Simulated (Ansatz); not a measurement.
# TeMo5: the cost of one run

Computed with Ansatz 0.2.0 (DFT PBE, scalar-relativistic, plane waves, PAW, unless a step's input says otherwise).

### Step 1. The starting structure

It takes space group F-43m (No. 216, cubic). Conventional cell: a = 8.047 Å, b = 8.047 Å, c = 8.047 Å, α = 90.00°, β = 90.00°, γ = 90.00°. Te (site symmetry -43m) has 16 Mo at 3.33 to 3.48 Å as nearest neighbours. Mo (site symmetry 3m) has 9 Mo at 2.83 to 3.34 Å and 3 Te at 3.33 Å as nearest neighbours. Mo (site symmetry -43m) is surrounded by 12 Mo at 3.34 Å and 4 Te at 3.48 Å.

As a file:

```cif
data_structure
_symmetry_space_group_name_H-M 'P 1'
_symmetry_Int_Tables_number 1
_cell_length_a 5.6904
_cell_length_b 5.6904
_cell_length_c 5.6904
_cell_angle_alpha 60.000
_cell_angle_beta 60.000
_cell_angle_gamma 60.000
_cell_volume 130.29
loop_
_atom_site_label
_atom_site_type_symbol
_atom_site_fract_x
_atom_site_fract_y
_atom_site_fract_z
_atom_site_occupancy
Te1 Te 0.25000 0.25000 0.25000 1
Mo1 Mo 0.37273 0.87576 0.87576 1
Mo2 Mo 0.87576 0.37273 0.87576 1
Mo3 Mo 0.87576 0.87576 0.37273 1
Mo4 Mo 0.87576 0.87576 0.87576 1
Mo5 Mo 0.50000 0.50000 0.50000 1
```

The cell is invented: species swapped into a database cell of Be5Fe (F-43m, No. 216), with Mo on the Be sites and Te on the Fe sites. Lengths come from tabulated atomic sizes and are only a guess.

### Step 2. Probe: one point on a coarse mesh

The input, input.yaml:

```yaml
crystal:
  lattice:
    - [0.0, 4.02374064, 4.02374064]
    - [4.02374064, 0.0, 4.02374064]
    - [4.02374064, 4.02374064, 0.0]
  atoms:
    - { symbol: Te, position: [0.25, 0.25, 0.25] }
    - { symbol: Mo, position: [0.37273282, 0.87575573, 0.87575573] }
    - { symbol: Mo, position: [0.87575573, 0.37273282, 0.87575573] }
    - { symbol: Mo, position: [0.87575573, 0.87575573, 0.37273282] }
    - { symbol: Mo, position: [0.87575573, 0.87575573, 0.87575573] }
    - { symbol: Mo, position: [0.5, 0.5, 0.5] }
basis:
  ecutwfc: 420
kpoints:
  mp_grid: { grid: [4, 4, 4] }
hamiltonian:
  xc: pbe
scf:
  occupations: { method: gaussian, width: 0.1 }
  lower_state_search: "off"
output:
  forces: true
  stress: true
  eigenvalues: true
```

The run is started by

```bash
$ ansatz run input.yaml --threads 1 --pin off --max-ram 2560MiB --backend cpu --events-out ev --progress --plain --runs-dir out
```

**Question.** How long does this run take on 1 thread of Intel Xeon 6975P-C (Granite Rapids), shared host, and how much memory does it need?

About 2.2 s, with a peak of 0.42 GiB.
